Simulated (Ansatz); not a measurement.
# Hf: strong compression

An exercise on one series of results from a longer session: the logs are not shown, and one member is left open.

Method: DFT LDA, with the methods named in each step, in Ansatz 0.2.0.

1 further run of the same task is left out (it didn't finish). Runs told in other sessions of the task aren't counted.

## The starting structure

Symmetry: Pm-3m, No. 221, cubic system. Conventional cell: a = 2.823 Å, b = 2.823 Å, c = 2.823 Å, α = 90.00°, β = 90.00°, γ = 90.00°. Around Hf (site symmetry m-3m) lie 6 Hf at 2.82 Å.

As a file:

```xyz
1
Lattice="2.8231 0.0000 0.0000 0.0000 2.8231 0.0000 0.0000 0.0000 2.8231" Properties=species:S:1:pos:R:3 pbc="T T T"
Hf    0.0000    0.0000    0.0000
```

Whether this phase is the stable one at these pressures isn't tested.

Set-up of the first run:

input.yaml reads:

```yaml
crystal:
  lattice:
    - [2.82309303, 0.0, 0.0]
    - [0.0, 2.82309303, 0.0]
    - [0.0, 0.0, 2.82309303]
  atoms:
    - { symbol: Hf, position: [0.0, 0.0, 0.0] }
kpoints:
  mp_grid: { grid: [15, 15, 15] }
scf:
  occupations: { method: fermi_dirac, width: 0.1 }
hamiltonian:
  xc: lda
  pseudopotentials: { kind: paw }
output:
  forces: true
  stress: true
relax:
  f_tol: 0.005
  max_steps: 40
  cell: {}
```

Run with:

```bash
$ ansatz run input.yaml --threads 1 --pin off --max-ram 2048MiB --backend cpu --events-out ev --progress --plain --runs-dir out
```

Steps of the session up to this table: Cell relaxed at zero pressure, PAW; Volume scaled by 1, PAW; Volume scaled by 0.92, PAW; Volume scaled by 0.84, PAW; Volume scaled by 0.76, PAW; Volume scaled by 0.76, PAW (source ansatz); Volume scaled by 0.68, PAW; Volume scaled by 0.6, PAW; Volume scaled by 0.52, PAW; Volume scaled by 0.45, PAW; Volume scaled by 0.45, PAW (cutoff 600 eV).

One table of the session follows, with a row left open; its other results are not shown here.

```
             method  volume over the first  volume (Å³/atom)  pressure (GPa)
                PAW                      1            22.517            0.00
                PAW                   0.92            20.715            8.21
                PAW                   0.84                 ?               ?
                PAW                   0.76            17.113           40.06
                PAW                   0.68            15.311           71.35
                PAW                    0.6            13.510          122.19
                PAW                   0.52            11.709          211.43
                PAW                   0.45            10.132          356.66
PAW (cutoff 600 eV)                   0.45            10.132          355.80
PAW (source ansatz)                   0.76            17.113           40.26
```

Q: Estimate the row for PAW, 0.84 from the others.

As computed: volume (Å³/atom): 18.914; pressure (GPa): 20.68. In the column «volume (Å³/atom)» it lies between PAW (source ansatz), 0.76 (17.113) and PAW, 0.92 (20.715).

Limits of these values: At pressures up to 357 GPa the PAW spheres may overlap and frozen cores may not hold, so those PAW values are rough without an all-electron check.
